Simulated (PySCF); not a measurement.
# Al2As2H8 ((H2Al-mu-AsH2)2): the cost of one run

The runs use PySCF 2.14.0, with density-fitted response routines of our own; the level of theory stands in each step. All values are computed, except where a source is named. Atoms count from 0, in the outputs and in this text.

## 1. The molecule as given

12 atoms, charge 0, multiplicity 1; geometry from: GFN2-xTB. The atoms were then displaced at random by about 0.03 Å, so the start is not that level's minimum.

Bonds of the start (Å): Al0–H1 1.58, Al0–H2 1.45, Al0–As3 2.58, Al0–As7 2.60, As3–Al4 2.55, As3–H8 1.65, As3–H9 1.51, Al4–H5 1.59, Al4–H6 1.57, Al4–As7 2.45, As7–H10 1.45, As7–H11 1.49.

## 2. Geometry optimisation at PBE0-D3(BJ)/def2-SVP

Job settings and geometry (Å):

```
{"job": {"xc": "PBE0", "basis": "def2-SVP", "d3": "d3bj", "grid": 1, "maxiter": 40, "shake": 0.03, "kind": "geom"}, "charge": 0, "multiplicity": 1}
Al     0.055600    -1.972710     0.245550
H     -1.141470    -2.541140     1.105110
H      1.045030    -2.736470    -0.494740
As     1.032540     0.164420     1.313240
Al    -0.001740     1.875500    -0.262280
H     -1.117590     2.744640     0.460550
H      1.152200     2.520970    -1.111300
As    -0.886920    -0.140540    -1.339170
H     -0.523280     0.237350     1.851390
H      1.428590     0.323440     2.764560
H      0.490800    -0.229820    -1.766970
H     -1.418270    -0.328390    -2.714930
```

The run is started by

```console
$ OMP_NUM_THREADS=1 python probes_run.py task.json out
```

This one command runs all jobs of the session in turn.

Q: Estimate the wall time and peak memory of this first job on 1 thread of Arm Neoverse V1, shared host.

About 5 min, with a peak of 0.56 GiB.
